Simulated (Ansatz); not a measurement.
# C6H12O: taking an electron away

An exercise on one series of results from a longer session: the logs are not shown, and one member is left open.

Computed with Ansatz 0.2.0, Gaussian basis. Level: unrestricted cation, the program's frozen cores in correlated methods.

Plan: UKS PBE-D4/def2-TZVPP; UKS r2SCAN-D4/def2-TZVPP; UKS PBE0-D4/def2-TZVPP; UKS B3LYP-D4/def2-TZVPP; UKS wB97X-V/def2-TZVPP; UKS wB97M-V/def2-TZVPP; UKS B2PLYP/def2-TZVPP; UHF-CCSD(T)/def2-TZVPP; UHF-MP2/def2-QZVPP; extrapolation to the limit; then −ε(HOMO) from the neutral's earlier runs with LDA (SPW92), PBE-D4, revPBE-D4, BLYP-D4, r2SCAN-D4, B97M-V, PBE0-D4, B3LYP-D4, r2SCANh-D4, r2SCAN0-D4, HSE06-D4, BHLYP-D4, CAM-B3LYP-D4, LC-ωPBE, ωB97X-V, ωB97M-V.

## The geometry

An earlier PBE0-D4 in a triple-zeta def2 set relaxation fixed the geometry.

SMILES `CC(=O)CC(C)C`, 19 atoms, charge 0, spin multiplicity 1.

Atoms are counted from 1 here; the program's logs count them from 0.

Bond lengths: C1–C2 1.505 Å, C1–H8 1.089 Å, C1–H9 1.093 Å, C1–H10 1.095 Å, C2–O3 1.206 Å, C2–C4 1.512 Å, C4–C5 1.521 Å, C4–H11 1.098 Å, C4–H12 1.099 Å, C5–C6 1.522 Å, C5–C7 1.521 Å, C5–H13 1.095 Å, C6–H14 1.095 Å, C6–H15 1.093 Å, C6–H16 1.091 Å, C7–H17 1.095 Å, C7–H18 1.093 Å, C7–H19 1.093 Å. Angles: C2–C1–H8 110.3°, C2–C1–H9 111.2°, C2–C1–H10 108.9°, H8–C1–H9 110.4°, H8–C1–H10 109.1°, H9–C1–H10 106.9°, C1–C2–O3 121.7°, C1–C2–C4 116.0°, O3–C2–C4 122.3°, C2–C4–C5 115.1°, C2–C4–H11 109.0°, C2–C4–H12 105.7°, C5–C4–H11 111.0°, C5–C4–H12 110.4°, H11–C4–H12 105.0°, C4–C5–C6 111.1°, C4–C5–C7 110.5°, C4–C5–H13 107.2° and more.

Set-up of the first run:

Input file in.yaml:

```yaml
crystal:
  periodic: [false, false, false]
  atoms:
    - {symbol: C, position_ang: [-1.158481, -2.595442, -0.374365]}
    - {symbol: C, position_ang: [-0.868796, -1.165362, -0.744840]}
    - {symbol: O, position_ang: [-1.551693, -0.566100, -1.538522]}
    - {symbol: C, position_ang: [0.332606, -0.537375, -0.076198]}
    - {symbol: C, position_ang: [0.408114, 0.977980, -0.176208]}
    - {symbol: C, position_ang: [-0.679503, 1.636647, 0.660217]}
    - {symbol: C, position_ang: [1.787357, 1.471874, 0.233427]}
    - {symbol: H, position_ang: [-1.884790, -3.023530, -1.063041]}
    - {symbol: H, position_ang: [-0.244041, -3.193920, -0.364083]}
    - {symbol: H, position_ang: [-1.567584, -2.622654, 0.640682]}
    - {symbol: H, position_ang: [0.370611, -0.864767, 0.970771]}
    - {symbol: H, position_ang: [1.211500, -0.997163, -0.550159]}
    - {symbol: H, position_ang: [0.234859, 1.242087, -1.224686]}
    - {symbol: H, position_ang: [-0.555285, 1.389750, 1.720218]}
    - {symbol: H, position_ang: [-0.636791, 2.724609, 0.568280]}
    - {symbol: H, position_ang: [-1.673058, 1.313902, 0.344983]}
    - {symbol: H, position_ang: [2.005435, 1.209520, 1.273938]}
    - {symbol: H, position_ang: [2.572089, 1.036459, -0.391167]}
    - {symbol: H, position_ang: [1.855552, 2.559084, 0.147255]}
basis:
  gaussian: {orbitals: def2-TZVPP}
total_charge: 1
magnetization: {spin_polarized: true, initial_magnetization: 1}
hamiltonian: {xc: pbe, dispersion: d4}
```

Command:

```
ansatz run in.yaml --threads 2 --pin off --events-out ev --progress --plain --max-ram 32768MiB --backend cuda --devices 0, --max-vram 18GiB
```

Among the steps run: Cation, UKS PBE-D4/def2-TZVPP; Cation, UKS r2SCAN-D4/def2-TZVPP; Cation, UKS PBE0-D4/def2-TZVPP; Cation, UKS B3LYP-D4/def2-TZVPP; Cation, UKS wB97X-V/def2-TZVPP; Cation, UKS wB97M-V/def2-TZVPP; Cation, UKS B2PLYP (frozen core)/def2-TZVPP; Cation, UHF-CCSD(T)/def2-TZVPP; Cation, UHF-MP2/def2-QZVPP.

One table of the session follows, with a row left open; its other results are not shown here.

It belongs to the step «Ionisation energies side by side». Orbital estimates, from the neutral's runs:

```
  functional  −ε(HOMO) (eV)
 LDA (SPW92)           5.74
      PBE-D4           5.57
   revPBE-D4           5.50
     BLYP-D4           5.49
   r2SCAN-D4           5.86
      B97M-V           6.05
     PBE0-D4           7.15
    B3LYP-D4           6.92
  r2SCANh-D4           6.46
  r2SCAN0-D4           7.36
    HSE06-D4           6.74
    BHLYP-D4           8.69
CAM-B3LYP-D4              ?
     LC-ωPBE           9.91
     ωB97X-V           9.61
     ωB97M-V           9.56
```

Q: Estimate the row for CAM-B3LYP-D4 from the others.

The run gave: −ε(HOMO) (eV): 8.62. In the column «−ε(HOMO) (eV)» it lies between r2SCAN0-D4 (7.36) and BHLYP-D4 (8.69).
